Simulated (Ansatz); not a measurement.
Crystal: NaLaMnMoO6.

```
Na La Mn Mo O
1.0
     5.43212   -0.01130   -0.00034
     2.44365    4.93484   -0.01855
     0.10940    2.68471    5.04562
Na La Mn Mo O
1 1 1 1 6
Direct
  0.69740 0.05972 0.73638
  0.41072 0.51412 0.00994
  0.92147 0.57866 0.41655
  0.21633 0.97870 0.33337
  0.56869 0.61375 0.56391
  0.40995 0.05114 0.05764
  0.31236 0.21070 0.45135
  0.04288 0.86047 0.12140
  0.05836 0.76646 0.60633
  0.86183 0.36628 0.20313
```

The cell was built by a generator and needn't be a form met in nature.

Base run:

| Property | Result |
| --- | --- |
| Program | Ansatz 0.2.0 |
| Functional | PBE |
| Potentials or basis | Ansatz PAW |
| Cutoff | 420 eV (not typed: the program's choice for these potentials) |
| k mesh | 6 × 6 × 5 |
| Occupations | fermi-dirac, width 0.05 eV |
| Spin | collinear spin, ferromagnetic start |
| Starting moments | [0.0, 0.0, 4.0, 1.0, 0.0, 0.0, 0.0, 0.0, 0.0, 0.0] μB |
| Hubbard terms | La f U = 6 eV, Mn d U = 6 eV, Mo d U = 6 eV |

Its results: band gap on the k mesh 1.23 eV, indirect (least direct gap 1.37 eV); pressure 3.2 GPa; net moment 5.00 μB per cell; site moments Na +0.00; La +0.00; Mn +4.08; Mo +0.10; O -0.02, -0.00, +0.00, +0.01 μB; largest force 0.986 eV/Å.

The run is repeated on the same cell with these changes: hubbard terms from La f U = 6 eV, Mn d U = 6 eV, Mo d U = 6 eV to La f U = 4 eV, Mn d U = 4 eV, Mo d U = 4 eV. What comes out?

Band gap on the k mesh 0.87 eV, indirect (least direct gap 1.04 eV); pressure 2.3 GPa; net moment 5.00 μB per cell; site moments Na +0.00; La +0.01; Mn +4.02; Mo +0.10; O -0.01, +0.01, +0.02 μB; largest force 0.778 eV/Å.

Caveats: the magnetic or orbital state may not be the lowest; odd divisions of the mesh miss points on the zone boundary, where band edges often lie, so the gap on the mesh can be too wide; spin-orbit coupling is left out, which moves the levels of the heavy elements; a cell with one magnetic atom can't hold antiferromagnetic order, which such compounds often take.

A k mesh can miss the band edges.
